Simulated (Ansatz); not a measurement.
# BiIr: pressure up to the limit of the methods

An exercise on one series of results from a longer session: the logs are not shown, and one member is left open.

Method: DFT, PBEsol, PAW with Ansatz's default frozen-core files, scalar-relativistic, in Ansatz 0.2.0.

1 further run of the same task is left out (for a known fault of the program). Runs told in other sessions of the task aren't counted.

## The starting structure

Symmetry: F-43m, No. 216, cubic system. The conventional cell has a = 6.214 Å, b = 6.214 Å, c = 6.214 Å, α = 90.00°, β = 90.00°, γ = 90.00°. Ir (site symmetry -43m) is surrounded by 4 Bi at 2.69 Å. Bi (site symmetry -43m) has 4 Ir at 2.69 Å in its first shell of neighbours.

Coordinates:

```
CELL_PARAMETERS angstrom
0.00000 3.10723 3.10723
3.10723 0.00000 3.10723
3.10723 3.10723 0.00000
ATOMIC_POSITIONS crystal
Ir 0.00000 0.00000 0.00000
Bi 0.25000 0.25000 0.25000
```

Whether this phase is the stable one at these pressures isn't tested.

Atoms are numbered in the order of the input: Ir1, Bi2.

Set-up of the first run:

input.yaml

```yaml
crystal:
  lattice:
    - [0.0, 3.107232506, 3.107232506]
    - [3.107232506, 0.0, 3.107232506]
    - [3.107232506, 3.107232506, 0.0]
  atoms:
    - { symbol: Ir, position: [0.0, 0.0, 0.0] }
    - { symbol: Bi, position: [0.25, 0.25, 0.25] }
kpoints:
  mp_grid: { grid: [12, 12, 12] }
scf:
  occupations: { method: fermi_dirac, width: 0.1 }
hamiltonian:
  xc: pbesol
  pseudopotentials: { kind: paw }
output:
  forces: true
  stress: true
relax:
  f_tol: 0.005
  max_steps: 40
  cell: {}
```

Launch:

```
> ansatz run input.yaml --threads 1 --pin off --max-ram 2048MiB --backend cpu --events-out ev --progress --plain --runs-dir out
```

Among the steps run: Cell relaxed at zero pressure, PAW; Volume scaled by 1, PAW; Volume scaled by 0.92, PAW; Volume scaled by 0.84, PAW; Volume scaled by 0.76, PAW; Volume scaled by 0.68, PAW; Volume scaled by 0.6, PAW; Volume scaled by 0.52, PAW; Volume scaled by 0.45, PAW; Volume scaled by 0.45, PAW (cutoff 250 eV).

One of the session's tables, all rows but one given; the rest of the session is left out.

```
             method  volume over the first  volume (Å³/atom)  pressure (GPa)
                PAW                      1            27.652            0.01
                PAW                   0.92            25.439           10.03
                PAW                   0.84            23.227           26.26
                PAW                   0.76            21.015           52.74
                PAW                   0.68                 ?               ?
                PAW                    0.6            16.591          172.04
                PAW                   0.52            14.379          306.80
                PAW                   0.45            12.443          520.93
PAW (cutoff 250 eV)                   0.45            12.443          526.30
```

Q: Estimate the row for PAW, 0.68 from the others.

The run gave: volume (Å³/atom): 18.803; pressure (GPa): 96.73. In the column «volume (Å³/atom)» it lies between PAW, 0.6 (16.591) and PAW, 0.76 (21.015).

Limits of these values: At pressures up to 526 GPa the PAW spheres may overlap and frozen cores may not hold, so those PAW values are rough without an all-electron check. Warnings in the runs' records: cutoff below recommended.
